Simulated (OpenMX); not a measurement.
The system is NbTe.

```
CELL_PARAMETERS angstrom
3.70297 0.00000 0.00000
-1.85149 3.20687 0.00000
0.00000 0.00000 3.69421
ATOMIC_POSITIONS crystal
Te 0.66667 0.33333 0.00000
Nb 0.00000 0.00000 0.50000
```

The cell comes from a database or a generator and needn't be the stable form of this composition.

Base run:

| Item | Value |
| --- | --- |
| Program | OpenMX 3.8.5 |
| Functional | PBE |
| Potentials or basis | OpenMX 2013 PBE set, Te7.0-s3p2d2f1, Nb7.0-s3p2d2, grid cutoff 500 Ry |
| k mesh | 7 × 7 × 5 |
| Occupations | fermi-dirac, width 0.05 eV |
| Spin | no spin polarisation |

Its results: pressure 2.5 GPa; largest force 0.006 eV/Å.

Task: The run is repeated on the same cell with these changes: functional from PBE to LDA; potentials or basis from OpenMX 2013 PBE set, Te7.0-s3p2d2f1, Nb7.0-s3p2d2, grid cutoff 500 Ry to OpenMX 2013 LDA set, Te7.0-s3p2d2f1, Nb7.0-s3p2d2, grid cutoff 500 Ry. What comes out?

Result: Pressure -4.3 GPa; largest force 0.006 eV/Å.

Caveats: the basis of atomic orbitals isn't converged, which shifts pressures, moduli and gaps.

Not every run made on this cell is shown here.
